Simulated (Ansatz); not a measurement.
# ScAl3, space group Pm-3m: a comparison of functionals at one structure

With Ansatz 0.2.0, Python API.

`scal3.cif`
```cif
data_ScAl3
_cell_length_a 4.087807
_cell_length_b 4.087807
_cell_length_c 4.087807
_cell_angle_alpha 90.00000
_cell_angle_beta 90.00000
_cell_angle_gamma 90.00000
_symmetry_space_group_name_H-M 'P 1'
_symmetry_Int_Tables_number 1
loop_
_symmetry_equiv_pos_as_xyz
'x, y, z'
loop_
_atom_site_label
_atom_site_type_symbol
_atom_site_fract_x
_atom_site_fract_y
_atom_site_fract_z
Sc1 Sc    0.000000    0.000000    0.000000
Al2 Al    0.500000    0.000000    0.500000
Al3 Al    0.000000    0.500000    0.500000
Al4 Al    0.500000    0.500000    0.000000
```

Run as a notebook:

In [1]:
```python
import ansatz
from ase.io import read
import pandas as pd
```

In [2]:
```python
atoms = read("scal3.cif")
system = ansatz.Crystal.from_ase(atoms)

system.resolved().tree()["lattice"]
```
Out [2]:
```text
((4.087807, 0.0, 0.0), (0.0, 4.087807, 0.0), (0.0, 0.0, 4.087807))
```

In [3]:
```python
calc = (
    system.calculation()
    .basis(31 * ansatz.Ry)
    .kpoints(6)
    .occupations(ansatz.OccupationsMethod.FERMI_DIRAC)
)
```

In [4]:
```python
rows = []
for value in ["blyp", "revpbe", "rpbe"]:
    summary = calc.functional(value).run(threads=1).report
    rows.append((value, summary["free_energy_ev"] / len(summary["lattice"]["sites"]), summary["n_iterations"], summary["n_kpoints"]))
```

In [5]:
```python
table = pd.DataFrame(rows, columns=["functional", "F/atom (eV)", "iterations", "k-points"])
table.round(5)
```
Out [5]:
```text
  functional  F/atom (eV)  iterations  k-points
0       blyp   -941.27870           6        20
1     revpbe   -939.88640           6        20
2       rpbe   -940.80561           6        20
```

Notes:
- BLYP can be off by several per cent in the lattices of metals, and by several GPa in the pressure at a fixed cell.
- The mesh is modest for a metal, so energies can be off by several to tens of meV an atom and pressures by half a GPa or more; differences at equal mesh fare better.
- This cell is a computed structure, which may not be the phase found in nature.
- Total energies of different functionals can't be compared; pressures, moments and gaps at this one structure can.
- Finished in 3.9 s on 1 thread of Arm Neoverse V2, on a shared host, peak memory 0.45 GiB.
